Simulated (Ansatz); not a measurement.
# SiCl4 (silicon tetrachloride): a chain of runs

We compute a series of 20 runs (HF/STO-3G, UHF/STO-3G, HF/3-21G, UHF/3-21G, HF/6-31G*, UHF/6-31G*, B3LYP/6-31G*, PBE/def2-SVP, and more) of Cl4Si. 

The calculation is run with Ansatz 0.2.0.

## 1. The molecule

The species is SiCl4 (5 atoms), meant as a singlet with charge 0. SMILES: `Cl[Si](Cl)(Cl)Cl`. Geometry: relaxed at PBE0-D4/def2-TZVP. The run starts from this shape.

Bond lengths: Cl1–Si2 2.021 Å, Si2–Cl3 2.022 Å, Si2–Cl4 2.022 Å, Si2–Cl5 2.021 Å. Angles: Cl1–Si2–Cl3 109.5°, Cl1–Si2–Cl4 109.5°, Cl1–Si2–Cl5 109.5°, Cl3–Si2–Cl4 109.5°, Cl3–Si2–Cl5 109.5°, Cl4–Si2–Cl5 109.5°.

## 2. A geometry optimisation at HF/STO-3G (run 1)

The input, job.yaml:

```yaml
crystal:
  periodic: [false, false, false]
  atoms:
    - {symbol: Cl, position_ang: [-0.962600, -0.087600, 1.762300]}
    - {symbol: Si, position_ang: [0.010000, -0.014700, -0.008300]}
    - {symbol: Cl, position_ang: [1.655400, -1.185900, 0.078100]}
    - {symbol: Cl, position_ang: [-1.212100, -0.676900, -1.476100]}
    - {symbol: Cl, position_ang: [0.559300, 1.891400, -0.397500]}
basis:
  gaussian:
    orbitals: STO-3G
hamiltonian:
  xc: hf
relax:
  f_tol: 0.002
output: {orbitals: {seedname: orbitals}}
```

Launch:

```
$ ansatz run job.yaml --threads 1 --pin off --max-ram 3480MiB --events-out events.jsonl --progress --plain --runs-dir runs
```

The program printed:

```text
Warning: RAYON_NUM_THREADS=1 ignored (pool sized by the plan → 1); use --threads N
The last accepted step is kept in runs//last_step.txt (removed where the run ends without a failure and the disk answers)
[... 37 lines left out ...]
Total energy: -57256.21608049 eV, -2104.1271313007 hartree
[... 5 lines left out ...]
Dipole moment:     0.000011     0.000027    -0.000015 e Å
```

It took 3.3 s on 1 thread of Intel Xeon Platinum 8488C (Sapphire Rapids), shared host; peak memory 0.12 GiB.

Step by step:

| step | energy from the first frame kept (eV) | largest force (eV/Å) |
| --- | --- | --- |
| 1 | 0.0000 | 1.4889 |
| 2 | -0.0976 | 0.7473 |
| 3 | -0.1414 | 0.0938 |
| 4 | -0.1421 | 0.0016 |

After the run. Bond lengths: Cl1–Si2 2.071 Å, Si2–Cl3 2.071 Å, Si2–Cl4 2.071 Å, Si2–Cl5 2.071 Å. Angles: Cl1–Si2–Cl3 109.5°, Cl1–Si2–Cl4 109.5°, Cl1–Si2–Cl5 109.5°, Cl3–Si2–Cl4 109.5°, Cl3–Si2–Cl5 109.5°, Cl4–Si2–Cl5 109.5°.

## 3. The harmonic vibrations at HF/STO-3G (run 2)

The input, molecule.yaml:

```yaml
crystal:
  periodic: [false, false, false]
  atoms:
    - {symbol: Cl, position_ang: [-0.986404, -0.089350, 1.805639]}
    - {symbol: Si, position_ang: [0.010005, -0.014728, -0.008306]}
    - {symbol: Cl, position_ang: [1.695655, -1.214540, 0.080193]}
    - {symbol: Cl, position_ang: [-1.241983, -0.693092, -1.512019]}
    - {symbol: Cl, position_ang: [0.572727, 1.938011, -0.407007]}
basis:
  gaussian: {orbitals: STO-3G}
hamiltonian: {xc: hf}
phonons: {temperatures: {t_min: 298.15, t_max: 298.15, t_step: 1}}
```

Launch:

```
$ ansatz run molecule.yaml --threads 1 --pin off --max-ram 3480MiB --events-out events.jsonl --progress --plain --runs-dir runs
```

The program printed:

```text
Warning: RAYON_NUM_THREADS=1 ignored (pool sized by the plan → 1); use --threads N
[... 106 lines left out ...]
Total energy: -57256.21607956 eV, -2104.1271312667 hartree
[... 5 lines left out ...]
Dipole moment:     0.000012     0.000027    -0.000013 e Å
Vibrations: 151.02 151.02 221.98 221.98 221.98 456.63 718.56 718.56 718.56 cm⁻¹, zero-point energy 0.221950 eV
```

Wall time 11 s (1 thread of Intel Xeon Platinum 8488C (Sapphire Rapids), shared host); peak memory 0.11 GiB.

Runs 3 to 18 aren't shown in full; the table further down has their settings and results.

## 4. A geometry optimisation at CCSD/cc-pVDZ (run 19)

The input, in.yaml:

```yaml
crystal:
  periodic: [false, false, false]
  atoms:
    - {symbol: Cl, position_ang: [-0.962600, -0.087600, 1.762300]}
    - {symbol: Si, position_ang: [0.010000, -0.014700, -0.008300]}
    - {symbol: Cl, position_ang: [1.655400, -1.185900, 0.078100]}
    - {symbol: Cl, position_ang: [-1.212100, -0.676900, -1.476100]}
    - {symbol: Cl, position_ang: [0.559300, 1.891400, -0.397500]}
basis:
  gaussian: {orbitals: cc-pVDZ}
correlation: {method: ccsd}
accuracy: high
scf: {omitted_lower_state_checks: [cluster_reference]}
relax: {f_tol: 0.002}
output: {orbitals: {seedname: orbitals}}
```

Launch:

```
$ ansatz run in.yaml --threads 1 --pin off --max-ram 3480MiB --events-out events.jsonl --progress --plain --runs-dir runs
```

The program printed:

```text
Warning: RAYON_NUM_THREADS=1 ignored (pool sized by the plan → 1); use --threads N
The last accepted step is kept in runs//last_step.txt (removed where the run ends without a failure and the disk answers)
[... 12 lines left out ...]
25 core orbitals not correlated: weight in the atoms' cores, before any rotation towards them, 1.000 or more for the frozen orbitals, at most 0.000 for the correlated occupied ones
[... 78 lines left out ...]
25 core orbitals not correlated: weight in the atoms' cores, before any rotation towards them, 1.000 or more for the frozen orbitals, at most 0.000 for the correlated occupied ones
[... 55 lines left out ...]
Dipole moment:    -0.000009    -0.000021     0.000013 e Å
Checks for a lower state left out: cluster_reference
```

It took 3.9 min on 1 thread of Intel Xeon Platinum 8488C (Sapphire Rapids), shared host; peak memory 0.58 GiB.

Steps, from the record of the run:

| step | energy from the first frame kept (eV) | largest force (eV/Å) |
| --- | --- | --- |
| 1 | 0.0000 | 0.7993 |
| 2 | -0.0471 | 0.2081 |
| 3 | -0.0510 | 0.0165 |
| 4 | -0.0510 | 0.0007 |

After the run. Bond lengths: Cl1–Si2 2.054 Å, Si2–Cl3 2.054 Å, Si2–Cl4 2.054 Å, Si2–Cl5 2.054 Å. Angles: Cl1–Si2–Cl3 109.5°, Cl1–Si2–Cl4 109.5°, Cl1–Si2–Cl5 109.5°, Cl3–Si2–Cl4 109.5°, Cl3–Si2–Cl5 109.5°, Cl4–Si2–Cl5 109.5°.

## 5. The harmonic vibrations at CCSD/cc-pVDZ (run 20)

The input, molecule.yaml:

```yaml
crystal:
  periodic: [false, false, false]
  atoms:
    - {symbol: Cl, position_ang: [-0.978369, -0.088717, 1.791016]}
    - {symbol: Si, position_ang: [0.009993, -0.014757, -0.008290]}
    - {symbol: Cl, position_ang: [1.682068, -1.204838, 0.079460]}
    - {symbol: Cl, position_ang: [-1.231866, -0.687595, -1.499901]}
    - {symbol: Cl, position_ang: [0.568174, 1.922207, -0.403785]}
basis:
  gaussian:
    orbitals: cc-pVDZ
phonons:
  temperatures:
    t_min: 298.15
    t_max: 298.15
    t_step: 1
accuracy: high
scf:
  omitted_lower_state_checks: [cluster_reference]
correlation:
  method: ccsd
magnetization:
  spin_polarized: false
```

Launch:

```
$ ansatz run molecule.yaml --threads 1 --pin off --max-ram 3480MiB --events-out events.jsonl --progress --plain --runs-dir runs
```

The program printed:

```text
Warning: RAYON_NUM_THREADS=1 ignored (pool sized by the plan → 1); use --threads N
[... 165 lines left out ...]
25 core orbitals not correlated: weight in the atoms' cores, before any rotation towards them, 1.000 or more for the frozen orbitals, at most 0.000 for the correlated occupied ones
[... 177 lines left out ...]
25 core orbitals not correlated: weight in the atoms' cores, before any rotation towards them, 1.000 or more for the frozen orbitals, at most 0.000 for the correlated occupied ones
[... 155 lines left out ...]
Dipole moment:    -0.000011    -0.000022     0.000013 e Å
[... 1 line left out ...]
Checks for a lower state left out: cluster_reference
```

Wall time 12 min (1 thread of Intel Xeon Platinum 8488C (Sapphire Rapids), shared host); peak memory 0.58 GiB.

## 6. All runs side by side

| run | level | task | walk f tol | partner | energy (Eh) | dipole moment (D) | wall time |
| --- | --- | --- | --- | --- | --- | --- | --- |
| 1 | HF/STO-3G | optimise | 0.002 | base | -2104.127131 | 0.00 | 3.3 s |
| 2 | HF/STO-3G | frequencies | – | base | -2104.127131 | 0.00 | 11 s |
| 3 | UHF/STO-3G | energy | – | cation | -2103.723682 | – | 9.6 s |
| 4 | UHF/STO-3G | optimise | – | cation | -2103.761370 | – | 25 s |
| 5 | HF/3-21G | optimise | 0.002 | base | -2116.740790 | 0.00 | 5.7 s |
| 6 | HF/3-21G | frequencies | – | base | -2116.740788 | 0.00 | 15 s |
| 7 | UHF/3-21G | energy | – | cation | -2116.289868 | – | 32 s |
| 8 | UHF/3-21G | optimise | – | cation | -2116.330209 | – | 99 s |
| 9 | HF/6-31G* (Cartesian functions) | optimise | 0.002 | base | -2127.046875 | 0.00 | 13 s |
| 10 | HF/6-31G* (Cartesian functions) | frequencies | – | base | -2127.046876 | 0.00 | 40 s |
| 11 | UHF/6-31G* (Cartesian functions) | energy | – | cation | -2126.611524 | – | 41 s |
| 12 | UHF/6-31G* (Cartesian functions) | optimise | – | cation | -2126.639828 | – | 2 min |
| 13 | B3LYP/6-31G* (Cartesian functions) | optimise | 0.002 | base | -2130.472841 | 0.00 | 18 s |
| 14 | B3LYP/6-31G* (Cartesian functions) | frequencies | – | base | -2130.472841 | 0.00 | 53 s |
| 15 | PBE/def2-SVP | optimise | 0.002 | base | -2128.922685 | 0.00 | 7.8 s |
| 16 | PBE/def2-SVP | frequencies | – | base | -2128.922685 | 0.00 | 22 s |
| 17 | MP2/6-31G* (Cartesian functions) | optimise | 0.002 | base | -2127.639512 | 0.00 | 17 s |
| 18 | MP2/6-31G* (Cartesian functions) | frequencies | – | base | -2127.639513 | 0.00 | 96 s |
| 19 | CCSD/cc-pVDZ | optimise | 0.002 | base | -2127.817807 | 0.00 | 3.9 min |
| 20 | CCSD/cc-pVDZ | frequencies | – | base | -2127.817807 | 0.00 | 12 min |

## 7. Summary of results

| quantity | value |
| --- | --- |
| run 20, CCSD/cc-pVDZ: total energy | -2127.81781 Eh |
| run 20, CCSD/cc-pVDZ: dipole moment (correlated density) | 0.00 D |
| run 20, CCSD/cc-pVDZ: correlation energy (25 core orbitals frozen) | -667.3 mEh |
| run 20, CCSD/cc-pVDZ: T1 diagnostic | 0.009 |
| run 20, CCSD/cc-pVDZ: largest force on an atom | 0.001 eV/Å |
| run 20, CCSD/cc-pVDZ: lowest harmonic wavenumber | 144 cm⁻¹ |
| run 20, CCSD/cc-pVDZ: highest harmonic wavenumber | 623 cm⁻¹ |
| run 20, CCSD/cc-pVDZ: zero-point energy | 19.3 kJ/mol |
| vertical ionisation energy (to the doublet cation), HF/STO-3G | 10.978 eV |
| vertical ionisation energy (to the doublet cation), HF/3-21G | 12.270 eV |
| vertical ionisation energy (to the doublet cation), HF/6-31G* | 11.847 eV |
| adiabatic ionisation energy (to the doublet cation, no zero-point term), HF/STO-3G | 9.953 eV |
| adiabatic ionisation energy (to the doublet cation, no zero-point term), HF/3-21G | 11.172 eV |
| adiabatic ionisation energy (to the doublet cation, no zero-point term), HF/6-31G* | 11.076 eV |

What this shows: At HF/STO-3G: removing an electron at fixed nuclei costs 10.98 eV (1059 kJ/mol). In a minimal basis such a difference can be off by several eV, whatever the method. At HF/3-21G: removing an electron at fixed nuclei costs 12.27 eV (283 kcal/mol). At HF/6-31G*: the vertical ionisation energy comes to 11.85 eV (1143 kJ/mol). At HF/STO-3G: the adiabatic ionisation energy (to the doublet cation, no zero-point term) is 9.95 eV (230 kcal/mol). At HF/3-21G: the adiabatic ionisation energy (to the doublet cation, no zero-point term) is 11.17 eV (1078 kJ/mol). Totals of different functionals can't be ranked against each other. In runs 1, 2, 3, 4 the basis is minimal, so the values are rough. All runs together took 26 min, the longest 12 min.
